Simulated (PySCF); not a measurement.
# H4O5Ta (Ta(O)(OH)4-): the cost of one run

Method: r2SCAN, Ta def2-SVP with ECP60, O def2-SVP, H def2-SVP; scalar-relativistic core potentials, no spin–orbit coupling; program: PySCF 2.14.0.

4 further runs of the same task are left out: 2 for a known fault of the program, 2 that didn't finish.

## 1. The system as given

10 atoms, charge -1, spin multiplicity 1.

Bond lengths: Ta1–O2 1.801 Å, Ta1–O3 2.026 Å, Ta1–O5 1.982 Å, Ta1–H6 2.446 Å, Ta1–O7 1.974 Å, Ta1–H8 2.454 Å, Ta1–O9 2.015 Å, Ta1–H10 2.440 Å, O3–H4 0.963 Å, O5–H6 0.966 Å, O7–H8 0.966 Å, O9–H10 0.967 Å. Angles: O2–Ta1–O3 162.8°, O2–Ta1–O5 93.5°, O2–Ta1–H6 71.5°, O2–Ta1–O7 97.1°, O2–Ta1–H8 75.2°, O2–Ta1–O9 86.0°, O2–Ta1–H10 63.4°, O3–Ta1–O5 90.2°, O3–Ta1–H6 112.1°, O3–Ta1–O7 96.8°, O3–Ta1–H8 118.6°, O3–Ta1–O9 78.3°, O3–Ta1–H10 100.8°, O5–Ta1–H6 22.2°, O5–Ta1–O7 113.7°, O5–Ta1–H8 112.7°, O5–Ta1–O9 126.5°, O5–Ta1–H10 124.7° and more.

Geometry (Å):

```
Ta    0.0631    0.0878   -0.2429
O    -0.0655   -0.2714    1.5175
O     0.0824   -0.1012   -2.2597
H    -0.3433   -0.8513   -2.6885
O     2.0449    0.1084   -0.2177
H     2.3172    0.0439    0.7068
O    -0.7501    1.8854   -0.1853
H    -0.9179    2.1119    0.7384
O    -1.1167   -1.5233   -0.5128
H    -1.3140   -1.8269    0.3842
```

Formal oxidation states: Ta +5. An earlier session relaxed this geometry at r2SCAN, Ta def2-SVP with ECP60, O def2-SVP, H def2-SVP (singlet, point group C1).

Its energy there is -435.412925 Eh.

## 2. Multiplicity 3 at the relaxed geometry

The input, run.py (the lines that set the calculation):

```python
mol = gto.M(atom='''
Ta     0.06313     0.08779    -0.24291
O     -0.06551    -0.27144     1.51754
O      0.08235    -0.10123    -2.25967
H     -0.34335    -0.85127    -2.68852
O      2.04490     0.10842    -0.21768
H      2.31718     0.04394     0.70683
O     -0.75012     1.88538    -0.18534
H     -0.91789     2.11193     0.73841
O     -1.11674    -1.52327    -0.51280
H     -1.31396    -1.82694     0.38416''',
    basis={'Ta': 'def2-SVP', 'O': 'def2-SVP', 'H': 'def2-SVP'},
    ecp={'Ta': 'def2-SVP'},
    charge=-1, spin=2)
mf = dft.UKS(mol, xc='R2SCAN')
mf.grids.atom_grid = (50, 194)
mf = mf.density_fit()  # fitting sets: Ta def2-universal-JKFIT, O def2-universal-JKFIT, H def2-universal-JKFIT
mf.conv_tol = 1e-08; mf.max_cycle = 55
mf.kernel(dm0)  # dm0: free metal ions and neutral atoms
```

On the command line:

```
$ OMP_NUM_THREADS=2 python run.py
```

**Question.** How long does this run take on 2 threads of AMD EPYC 7R43 (Zen 3), shared host?

About 19 s.
